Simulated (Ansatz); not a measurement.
Which YAML input does this script hand to the engine? (the Python package of Ansatz (0.2.0))

`in2o3_bands.py`:
```python
"""Bands of In2O3 along a path through the zone."""

from collections import Counter

import ansatz as az
import numpy as np

SETTINGS = {
    "xc": "r2SCAN",
    "occupations": "fixed",
    "n_empty": 10,
}


def main() -> None:
    system = (
        az.Lattice.of([2.7435, 1.58396046, 4.83666667], [-2.7435, 1.58396046, 4.83666667], [0.0, -3.16792093, 4.83666667])
        .atom("In", [0.35731, 0.35731, 0.35731])
        .atom("In", [0.14269, 0.14269, 0.14269])
        .atom("In", [0.64269, 0.64269, 0.64269])
        .atom("In", [0.85731, 0.85731, 0.85731])
        .atom("O", [0.548, 0.952, 0.25])
        .atom("O", [0.25, 0.548, 0.952])
        .atom("O", [0.952, 0.25, 0.548])
        .atom("O", [0.452, 0.048, 0.75])
        .atom("O", [0.75, 0.452, 0.048])
        .atom("O", [0.048, 0.75, 0.452])
    )

    # high-symmetry points in fractions of the reciprocal vectors
    path = [
        ("H_0", (0.5, -0.23817, 0.23817)),
        ("L", (0.5, 0.0, 0.0)),
        ("G", (0.0, 0.0, 0.0)),
        ("S_0", (0.36908, -0.36908, 0.0)),
    ]
    calculation = (
        system.calculation()
        .functional(SETTINGS["xc"])
        .occupations(SETTINGS["occupations"])
        .kpoints(6, center="gamma")
        .band_structure([point for _, point in path], intervals=6)
        .scf(extra_bands=SETTINGS["n_empty"])
        .stress()
    )
    outcome = calculation.run(threads=1, backend="cpu")
    summary = outcome.report

    for key in ("converged", "n_iterations", "n_electrons", "n_kpoints", "n_pw", "n_symmetry_ops", "free_energy_ev", "fermi_energy_ev"):
        print(f"{key:18s} {summary[key]}")

    # the stress is positive in compression
    stress = np.array(summary["stress_gpa"])
    print(f"pressure {np.trace(stress) / 3:.3f} GPa")
    print("stress tensor, GPa, positive in compression")
    print(np.round(stress, 3) + 0.0)

    told = Counter((n["data"]["severity"], n["data"]["kind"]) for n in outcome.notices if n["event"] == "notice")
    for (severity, kind), count in sorted(told.items()):
        print(f"{severity:8s} {kind} x{count}")

    bands = outcome.band_structure()
    fermi = bands.fermi_energy_ev
    print(f"zero of the bands: {fermi:.3f} eV, the Fermi level found on the SCF mesh")
    for spin, channel in enumerate(bands.channels):
        print("channel", spin, "- computed levels within 6 eV of the Fermi level")
        for i, (label, _) in enumerate(path):
            levels = channel.eigenvalues_ev[i * 6] - fermi
            print(f"  {label:3s}", " ".join(f"{e:7.3f}" for e in levels if abs(e) < 6))


if __name__ == "__main__":
    main()
```

`python in2o3_bands.py` gives:
```text
DeckWarning: basis.ecutwfc = 500 eV, auto-derived from the records' recommended cutoffs: set by In (their level for a meta-GGA)
converged          True
n_iterations       7
n_electrons        88.0
n_kpoints          32
n_pw               3227
n_symmetry_ops     12
free_energy_ev     -25861.456691758467
fermi_energy_ev    8.59700824585281
pressure 2.063 GPa
stress tensor, GPa, positive in compression
[[2.315 0.    0.   ]
 [0.    2.315 0.   ]
 [0.    0.    1.558]]
audit    band_cg_iterations x1
audit    preconditioner_resolved x1
zero of the bands: 8.597 eV, the Fermi level found on the SCF mesh
channel 0 - computed levels within 6 eV of the Fermi level
  H_0  -4.603  -4.603  -4.096  -4.096  -3.042  -3.042  -2.550  -2.550  -1.742  -1.742  -1.314  -1.314  -0.787  -0.787  -0.346  -0.346  -0.148  -0.148
  L    -5.056  -5.056  -4.238  -4.238  -2.811  -2.811  -2.279  -2.279  -1.480  -1.480  -0.962  -0.962  -0.917  -0.917  -0.732  -0.732  -0.063  -0.063   5.616   5.616
  G    -5.585  -5.202  -4.039  -4.039  -3.298  -2.936  -2.673  -2.673  -2.535  -0.749  -0.749  -0.460  -0.392  -0.392  -0.270  -0.270  -0.027  -0.027   1.885
  S_0  -4.613  -4.604  -4.208  -4.120  -3.060  -2.868  -2.827  -2.083  -1.997  -1.861  -1.440  -1.140  -0.790  -0.531  -0.454  -0.258  -0.201  -0.062
```
(Warnings from the package without file and line.)

`input.yaml`:
```yaml
crystal:
  lattice:
    - [2.7435, 1.58396046, 4.83666667]
    - [-2.7435, 1.58396046, 4.83666667]
    - [0.0, -3.16792093, 4.83666667]
  atoms:
    - { symbol: In, position: [0.35731, 0.35731, 0.35731] }
    - { symbol: In, position: [0.14269, 0.14269, 0.14269] }
    - { symbol: In, position: [0.64269, 0.64269, 0.64269] }
    - { symbol: In, position: [0.85731, 0.85731, 0.85731] }
    - { symbol: O, position: [0.548, 0.952, 0.25] }
    - { symbol: O, position: [0.25, 0.548, 0.952] }
    - { symbol: O, position: [0.952, 0.25, 0.548] }
    - { symbol: O, position: [0.452, 0.048, 0.75] }
    - { symbol: O, position: [0.75, 0.452, 0.048] }
    - { symbol: O, position: [0.048, 0.75, 0.452] }
kpoints:
  mp_grid:
    grid: [6, 6, 6]
    shift: [0.0, 0.0, 0.0]
  band_path:
    path:
      - [0.5, -0.23817, 0.23817]
      - [0.5, 0.0, 0.0]
      - [0.0, 0.0, 0.0]
      - [0.36908, -0.36908, 0.0]
    npoints: 6
hamiltonian:
  xc: r2scan
scf:
  n_extra_bands: 10
  occupations:
    method: fixed
output:
  stress: true
```

Caveats:
- Absolute energies stand on the zero of these potentials, so only differences at equal settings mean something. A total without «per atom» is that of the cell as typed.
- Under fixed occupations the level called the Fermi level is the highest filled one on the SCF mesh; off the mesh a filled band can lie a little above it.
- An absolute Fermi energy rests on an arbitrary zero of the periodic potential and has no direct meaning.
- The structure is a deposited one; some such entries were measured under pressure or heat, so a shift against it needn't be the functional's error alone.
- Gaps and levels are Kohn-Sham values on a finite set of k-points, without spin-orbit coupling.
- Timing: 45 s on 1 thread of Arm Neoverse V1 (shared host), peak memory 0.94 GiB.
